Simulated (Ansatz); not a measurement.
**C2H3BO: two geometries relaxed**

Aim: relax the geometries before and after the shift of H6 from B3 to C2, and see whether they are two minima and how far apart in energy. SMILES of the start: C#CBO.

All numbers below are computed with Ansatz 0.2.0 (RKS B3LYP/def2-SVPD).

### Step 1. The system as given

Bond lengths: C1–C2 1.217 Å, C2–B3 1.544 Å, B3–O4 1.387 Å, C1–H5 1.033 Å, B3–H6 1.209 Å, O4–H7 0.976 Å. Angles: C1–C2–B3 177.7°, C2–C1–H5 173.4°, C2–B3–O4 122.8°, C2–B3–H6 118.0°, O4–B3–H6 119.1°, B3–O4–H7 109.0°.

Structure file:

```xyz
7

C    -0.1078    0.0069    1.9218
C     0.0016    0.1736    0.7213
B     0.1780    0.3365   -0.8038
O    -0.5926   -0.3532   -1.7283
H    -0.2960   -0.0649    2.9354
H     1.0642    1.0583   -1.1988
H    -0.1862   -1.2252   -1.8932
```

### Step 2. End point A

input.yaml reads:

```yaml
crystal:
  periodic: [false, false, false]
  atoms:
    - { symbol: C, position_ang: [-0.1078, 0.0069, 1.9218] }
    - { symbol: C, position_ang: [0.0016, 0.1736, 0.7213] }
    - { symbol: B, position_ang: [0.178, 0.3365, -0.8038] }
    - { symbol: O, position_ang: [-0.5926, -0.3532, -1.7283] }
    - { symbol: H, position_ang: [-0.296, -0.0649, 2.9354] }
    - { symbol: H, position_ang: [1.0642, 1.0583, -1.1988] }
    - { symbol: H, position_ang: [-0.1862, -1.2252, -1.8932] }
basis:
  gaussian: { orbitals: def2-SVPD }
hamiltonian:
  xc: b3lyp
relax:
  f_tol: 0.02
  max_steps: 50
```

Launch:

```sh
ansatz run input.yaml --threads 2 --pin off --max-ram 3072MiB --backend cpu --events-out ev --progress --plain --runs-dir out
```

The program printed, shortened:

```text
Warning: RAYON_NUM_THREADS=2 ignored (pool sized by the plan → 2); use --threads N
[...]
Functional definition: B3LYP
[...]
874 factors; their error is unknown
[...]
mean field -4841.85977257 eV, -177.9350647114 hartree, gradient 3.7e-5 eV, S^2 0.000000; 0 other end points of the search recorded, 0 dependent functions left out
[...]
reference -4841.86002710 eV, -177.9350740653 hartree; 14, 14 occupied and 93, 93 virtual orbitals, 874 factors
relax step   1: F+E_penalty+E_count = -4841.85977257 eV  Δ(F+E_penalty+E_count) = +0.000e0 eV  max|allowed force component| = 1.777e0 eV/Å  Δτ_max = 0.0000 Å  (28 SCF iters, accepted)
[...]
relax step   3: F+E_penalty+E_count = -4841.96911846 eV  Δ(F+E_penalty+E_count) = -5.837e-2 eV  max|allowed force component| = 1.020e0 eV/Å  Δτ_max = 0.0611 Å  (34 SCF iters, accepted)
[...]
relax step   5: F+E_penalty+E_count = -4842.27749223 eV  Δ(F+E_penalty+E_count) = -1.642e-1 eV  max|allowed force component| = 2.603e0 eV/Å  Δτ_max = 0.1958 Å  (38 SCF iters, accepted)
[...]
relax step   7: F+E_penalty+E_count = -4842.56455811 eV  Δ(F+E_penalty+E_count) = -4.648e-2 eV  max|allowed force component| = 9.377e-1 eV/Å  Δτ_max = 0.1787 Å  (32 SCF iters, accepted)
[...]
relax step   9: F+E_penalty+E_count = -4842.57114122 eV  Δ(F+E_penalty+E_count) = -1.240e-3 eV  max|allowed force component| = 6.891e-2 eV/Å  Δτ_max = 0.0149 Å  (34 SCF iters, accepted)
[...]
relax step  10: F+E_penalty+E_count = -4842.57125449 eV  Δ(F+E_penalty+E_count) = -1.133e-4 eV  max|allowed force component| = 1.121e-2 eV/Å  Δτ_max = 0.0028 Å  (35 SCF iters, accepted)
874 factors; their error is unknown
[...]
mean field -4842.57125449 eV, -177.9612111897 hartree, gradient 6.5e-6 eV, S^2 0.000000; 1 other end points of the search recorded, 0 dependent functions left out
[...]
reference -4842.57150833 eV, -177.9612205184 hartree; 14, 14 occupied and 93, 93 virtual orbitals, 874 factors
Total energy: -4842.57150833 eV, -177.9612205184 hartree
Atom 0 at    -0.153084    -0.037864     1.820556 Å, force    -0.002270    -0.003480     0.000564 eV/Å
Atom 1 at     0.053887     0.142862     0.633529 Å, force     0.001586    -0.002244    -0.001153 eV/Å
Atom 2 at     0.321943     0.381309    -0.859180 Å, force     0.001641     0.011205    -0.008361 eV/Å
Atom 3 at    -0.138817    -0.470240    -1.807544 Å, force     0.003458     0.001885     0.007570 eV/Å
Atom 4 at    -0.334757    -0.196058     2.866887 Å, force     0.001170     0.002407    -0.000559 eV/Å
Atom 5 at     0.949242     1.332642    -1.238899 Å, force    -0.001646    -0.004716     0.003340 eV/Å
Atom 6 at    -0.637215    -1.220651    -1.460948 Å, force    -0.003939    -0.005057    -0.001402 eV/Å
Dipole moment:    -0.173056    -0.237954     0.303725 e Å
```

Run time: 14 s. Hardware: 2 threads of Intel Xeon Platinum 8488C (Sapphire Rapids), shared host; peak memory 0.19 GiB.

Relaxation path:

```
step  energy from step 1 (eV)  largest force component (eV/Å)
   1                   0.0000                          1.7768
   2                  -0.0510                          1.0479
   3                  -0.1093                          1.0195
   4                  -0.2536                          1.9685
   5                  -0.4177                          2.6033
   6                  -0.6583                          0.9541
   7                  -0.7048                          0.9377
   8                  -0.7101                          0.4350
   9                  -0.7114                          0.0689
  10                  -0.7115                          0.0112
```

Step 1 is the start.

After: Bond lengths: C1–C2 1.218 Å, C2–B3 1.535 Å, B3–O4 1.355 Å, C1–H5 1.074 Å, B3–H6 1.201 Å, O4–H7 0.965 Å. Angles: C1–C2–B3 179.5°, C2–C1–H5 179.9°, C2–B3–O4 121.6°, C2–B3–H6 121.4°, O4–B3–H6 117.0°, B3–O4–H7 114.4°.

### Step 3. Relaxing end B

The second end starts from a geometry with the move made by hand.

input.yaml: that of step 2 with these lines changed.

```diff
@@ -8,3 +8,3 @@
     - { symbol: H, position_ang: [-0.296, -0.0649, 2.9354] }
-    - { symbol: H, position_ang: [1.0642, 1.0583, -1.1988] }
+    - { symbol: H, position_ang: [-0.37693, 1.12891, 0.35772] }
     - { symbol: H, position_ang: [-0.1862, -1.2252, -1.8932] }
```

Launch:

```sh
ansatz run input.yaml --threads 2 --pin off --max-ram 3072MiB --backend cpu --events-out ev --progress --plain --runs-dir out
```

The program printed, shortened:

```text
Warning: RAYON_NUM_THREADS=2 ignored (pool sized by the plan → 2); use --threads N
[...]
[... 1 set-up line as earlier in the session ...]
[...]
874 factors; their error is unknown
[...]
mean field -4836.76691076 eV, -177.7479054920 hartree, gradient 1.8e-5 eV, S^2 0.000000; 3 other end points of the search recorded, 0 dependent functions left out
[...]
reference -4836.76716349 eV, -177.7479147796 hartree; 14, 14 occupied and 93, 93 virtual orbitals, 874 factors
relax step   1: F+E_penalty+E_count = -4836.76691076 eV  Δ(F+E_penalty+E_count) = +0.000e0 eV  max|allowed force component| = 5.186e0 eV/Å  Δτ_max = 0.0000 Å  (104 SCF iters, accepted)
[...]
relax step   4: F+E_penalty+E_count = -4840.72694445 eV  Δ(F+E_penalty+E_count) = -1.316e0 eV  max|allowed force component| = 4.424e0 eV/Å  Δτ_max = 0.1984 Å  (41 SCF iters, accepted)
[...]
mean field -4842.57125515 eV, -177.9612112139 hartree, gradient 6.6e-6 eV, S^2 0.000000; 1 other end points of the search recorded, 0 dependent functions left out
[...]
reference -4842.57150830 eV, -177.9612205171 hartree; 14, 14 occupied and 93, 93 virtual orbitals, 874 factors
Total energy: -4842.57150830 eV, -177.9612205171 hartree
Atom 0 at    -0.100391    -0.266795     2.028000 Å, force     0.001221    -0.008157     0.015287 eV/Å
Atom 1 at    -0.176410     0.096867     0.867789 Å, force     0.001468     0.006372    -0.013938 eV/Å
Atom 2 at    -0.272993     0.568679    -0.589857 Å, force    -0.007386    -0.000497    -0.002668 eV/Å
Atom 3 at    -0.252368    -0.309354    -1.621989 Å, force     0.002690    -0.000712    -0.000433 eV/Å
Atom 4 at    -0.033520    -0.585555     3.051054 Å, force    -0.000127     0.001084     0.001309 eV/Å
Atom 5 at    -0.371989     1.733249    -0.865895 Å, force     0.002563    -0.000930    -0.000399 eV/Å
Atom 6 at    -0.172259    -1.234481    -1.358181 Å, force    -0.000429     0.002840     0.000841 eV/Å
Dipole moment:     0.035601    -0.317741     0.276051 e Å
```

Run time: 19 s. Hardware: 2 threads of Intel Xeon Platinum 8488C (Sapphire Rapids), shared host; peak memory 0.19 GiB.

Relaxation path:

```csv
step,energy from step 1 (eV),largest force component (eV/Å)
1,0.0000,5.1863
2,-1.2901,3.1881
3,-2.6439,5.1688
4,-3.9600,4.4245
5,-4.9099,2.6490
6,-5.4085,1.5206
7,-5.6386,0.5543
8,-5.7618,0.6196
9,-5.7997,0.2869
10,-5.8037,0.0825
11,-5.8043,0.0352
12,-5.8043,0.0153
```

Step 1 is the start.

After: Bond lengths: C1–C2 1.218 Å, C2–B3 1.535 Å, B3–O4 1.355 Å, C1–H5 1.074 Å, B3–H6 1.201 Å, O4–H7 0.965 Å. Angles: C1–C2–B3 179.5°, C2–C1–H5 179.9°, C2–B3–O4 121.5°, C2–B3–H6 121.4°, O4–B3–H6 117.0°, B3–O4–H7 114.5°.

Pairs that crossed the distance rule for bonds on the way: came closer B3–H6; moved apart C2–H6.

### Step 4. Summary of results

| quantity | value |
| --- | --- |
| end A | 9 moves, 0.711 eV lower |
| end B | 11 moves, 5.804 eV lower |
| largest difference between the ends | 0.00 Å |
| end B relative to end A | -0.000 eV |

The two relaxations end at one structure, within 0.00 Å: no second minimum was found from this start, which doesn't rule one out.
